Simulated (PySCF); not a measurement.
# CH7BGe (SMILES C[BH][GeH3]) at 6 levels

We compute a comparison of 6 runs (HF/STO-3G, HF/3-21G, B3LYP/6-31G*, B2PLYP/def2-SVP, wB97M-V/def2-SVP, SCS-MP2/def2-SVP) of CH7BGe. Input form: a Python script.

The calculation is run with PySCF 2.14.0.

1 further run of the same task is left out (set aside as unsound or not needed).

### 1 The molecule

The species is CH7BGe (10 atoms), meant as a singlet with charge 0. SMILES: `C[BH][GeH3]`. The C1–H4 distance was set to 1.639 Å, away from the relaxed value. At this shape a bond of the SMILES string is far longer than usual.

Bond lengths: C1–B2 1.548 Å, B2–Ge3 2.066 Å, C1–H5 1.106 Å, C1–H6 1.091 Å, B2–H7 1.200 Å, Ge3–H8 1.544 Å, Ge3–H9 1.542 Å, Ge3–H10 1.542 Å. Some angles: C1–B2–Ge3 123.5°, C1–B2–H7 119.3°, Ge3–B2–H7 117.1°, B2–C1–H5 102.9°, B2–C1–H6 116.2°, B2–Ge3–H8 109.4°, B2–Ge3–H9 113.8°, B2–Ge3–H10 112.1°, H5–C1–H6 106.0°, H8–Ge3–H9 107.1°. A long bond or contact: C1–H4 1.639 Å.

### 2 A single-point energy at HF/STO-3G (run 1)

Contents of job.py:

```python
from pyscf import gto, scf

molecule = gto.M(
    atom='''
C   -0.830671   0.897747  -0.191072
B    0.366729  -0.073253  -0.331072
Ge   1.491929  -0.734853   1.270228
H   -1.972600   0.748500  -1.357000
H   -0.366671   1.887047  -0.360972
H   -1.296471   0.948447   0.794428
H    0.706629  -0.431953  -1.424372
H    1.299029  -2.257653   1.436928
H    1.109829  -0.079153   2.612628
H    3.001129  -0.508553   1.050728
''',
    verbose=3,
    spin=0,
    basis='sto-3g',
    max_memory=1860,
)

hf = scf.RHF(molecule)
hf.conv_tol = 1e-10
hf.kernel()
if not hf.converged:
    hf = hf.newton().run(hf.mo_coeff, hf.mo_occ)

etot = hf.e_tot
print(f'total energy: {etot:.8f} hartree')
```

Run with:

```
$ OMP_NUM_THREADS=1 python job.py
```

The program printed:

```text
converged SCF energy = -2117.47816796849
total energy: -2117.47816797 hartree
```

It took 0.89 s on 1 thread of Intel Xeon at 2.70GHz, shared host; peak memory 0.1 GiB.

### 3 The energy at HF/3-21G (run 2)

Contents of job.py:

```python
from pyscf import gto

molecule = gto.Mole()
molecule.atom = [
    ('C', (-0.830671, 0.897747, -0.191072)),
    ('B', (0.366729, -0.073253, -0.331072)),
    ('Ge', (1.491929, -0.734853, 1.270228)),
    ('H', (-1.972600, 0.748500, -1.357000)),
    ('H', (-0.366671, 1.887047, -0.360972)),
    ('H', (-1.296471, 0.948447, 0.794428)),
    ('H', (0.706629, -0.431953, -1.424372)),
    ('H', (1.299029, -2.257653, 1.436928)),
    ('H', (1.109829, -0.079153, 2.612628)),
    ('H', (3.001129, -0.508553, 1.050728)),
]
molecule.spin = 0
molecule.basis = '3-21g'
molecule.verbose = 4
molecule.max_memory = 1860
molecule.build()

mf = molecule.RHF()
mf.conv_tol = 1e-10
mf.kernel()
if not mf.converged:
    mf = mf.newton().run(mf.mo_coeff, mf.mo_occ)

e_tot = mf.e_tot
print(f'total energy: {e_tot:.8f} hartree')
```

Run with:

```
$ OMP_NUM_THREADS=1 python job.py
```

The program printed:

```text
PySCF version 2.14.0

[... 66 lines left out ...]
converged SCF energy = -2131.47846820139
total energy: -2131.47846820 hartree
```

Run time: 1.1 s. Hardware: 1 thread of Intel Xeon at 2.70GHz, shared host; peak memory 0.12 GiB.

Runs 3 to 4 aren't shown in full; the table further down has their settings and results.

### 4 A single-point energy at wB97M-V/def2-SVP (run 5)

Contents of job.py:

```python
from pyscf import gto, dft

mol = gto.Mole()
mol.atom = '''
C       -0.830671       0.897747      -0.191072
B        0.366729      -0.073253      -0.331072
Ge       1.491929      -0.734853       1.270228
H       -1.972600       0.748500      -1.357000
H       -0.366671       1.887047      -0.360972
H       -1.296471       0.948447       0.794428
H        0.706629      -0.431953      -1.424372
H        1.299029      -2.257653       1.436928
H        1.109829      -0.079153       2.612628
H        3.001129      -0.508553       1.050728
'''
mol.charge = 0
mol.basis = 'def2-svp'
mol.spin = 0
mol.max_memory = 1860
mol.verbose = 3
mol.build()

mf = dft.RKS(mol)
mf.xc = 'wb97m-v'
mf.grids.level = 5
mf.conv_tol = 1e-10
mf.nlcgrids.level = 1
mf.kernel()
if not mf.converged:
    mf = mf.newton().run(mf.mo_coeff, mf.mo_occ)

e_final = mf.e_tot
print('E(%s) = %.9f' % ('WB97M-V', e_final))
```

Run with:

```
$ OMP_NUM_THREADS=1 python job.py
```

The program printed:

```text
converged SCF energy = -2143.57495545076
E(WB97M-V) = -2143.574955451
```

Wall time 1.9 min (1 thread of Intel Xeon at 2.70GHz, shared host); peak memory 0.55 GiB.

### 5 A single-point energy at SCS-MP2/def2-SVP (run 6)

Contents of start.xyz:

```xyz
10
CH7BGe
C     -0.830671     0.897747    -0.191072
B      0.366729    -0.073253    -0.331072
Ge     1.491929    -0.734853     1.270228
H     -1.972600     0.748500    -1.357000
H     -0.366671     1.887047    -0.360972
H     -1.296471     0.948447     0.794428
H      0.706629    -0.431953    -1.424372
H      1.299029    -2.257653     1.436928
H      1.109829    -0.079153     2.612628
H      3.001129    -0.508553     1.050728
```

Contents of calc.py:

```python
from pyscf import gto, scf, mp

mol = gto.Mole()
mol.atom = 'start.xyz'
mol.max_memory = 1860
mol.basis = 'def2-svp'
mol.verbose = 3
mol.spin = 0
mol.build()

calc0 = scf.RHF(mol)
calc0.conv_tol = 1e-10
calc0.kernel()
if not calc0.converged:
    calc0 = calc0.newton().run(calc0.mo_coeff, calc0.mo_occ)

pt = mp.MP2(calc0, frozen=11).run()
energy = calc0.e_tot + 1.2 * pt.e_corr_os + pt.e_corr_ss / 3
print('Final energy', energy)
```

Run with:

```
$ OMP_NUM_THREADS=1 python calc.py
```

The program printed:

```text
converged SCF energy = -2141.57435197348
E(RMP2) = -2142.0468530386  E_corr = -0.472501065115631
E(SCS-RMP2) = -2142.0450147084  E_corr = -0.470662734920948
Final energy -2142.045014708403
```

It took 2.8 s on 1 thread of Intel Xeon at 2.70GHz, shared host; peak memory 0.23 GiB.

### 6 The series

| run | level | integration grid | frozen core orbitals | energy (Eh) | dipole moment (D) of the reference | HOMO energy (eV) | LUMO energy (eV) | wall time |
| --- | --- | --- | --- | --- | --- | --- | --- | --- |
| 1 | HF/STO-3G | – | – | -2117.478168 | 0.49 | -8.49 | 6.15 | 0.89 s |
| 2 | HF/3-21G | – | – | -2131.478468 | 0.79 | -10.24 | 1.75 | 1.1 s |
| 3 | B3LYP/6-31G* (spherical functions) | 5 | – | -2143.832793 | 0.87 | -7.42 | -1.92 | 19 s |
| 4 | B2PLYP/def2-SVP | 5 | 11 | -2143.283627 | 0.84 | -8.71 | -0.58 | 20 s |
| 5 | wB97M-V/def2-SVP | 5 | – | -2143.574955 | 0.92 | -9.78 | 0.08 | 1.9 min |
| 6 | SCS-MP2/def2-SVP | – | 11 | -2142.045015 | 0.77 | -10.42 | 1.60 | 2.8 s |

### 7 What came out

| quantity | value |
| --- | --- |
| run 6: total energy | -2142.04501 Eh |
| run 6: dipole moment (Hartree–Fock density) | 0.77 D |
| run 6: HOMO energy (Hartree–Fock orbitals) | -10.42 eV |
| run 6: LUMO energy (Hartree–Fock orbitals) | 1.60 eV |
| run 6: HOMO–LUMO gap (Hartree–Fock orbitals) | 12.02 eV |
| run 6: correlation energy (11 core orbitals frozen) | -470.7 mEh |

In words: Over runs 1, 2, 3, 4, 5 the dipole moment (its size) runs from 0.49 D (HF/STO-3G) to 0.92 D (wB97M-V/def2-SVP). The two ends differ in method and basis. Over runs 1, 2, 3, 4, 5 the HOMO–LUMO gap runs from 5.50 eV (B3LYP/6-31G*) to 14.65 eV (HF/STO-3G). Totals of different functionals can't be ranked against each other. In run 1 the basis is minimal, so the values are rough. All runs together took 2.6 min, the longest 1.9 min.
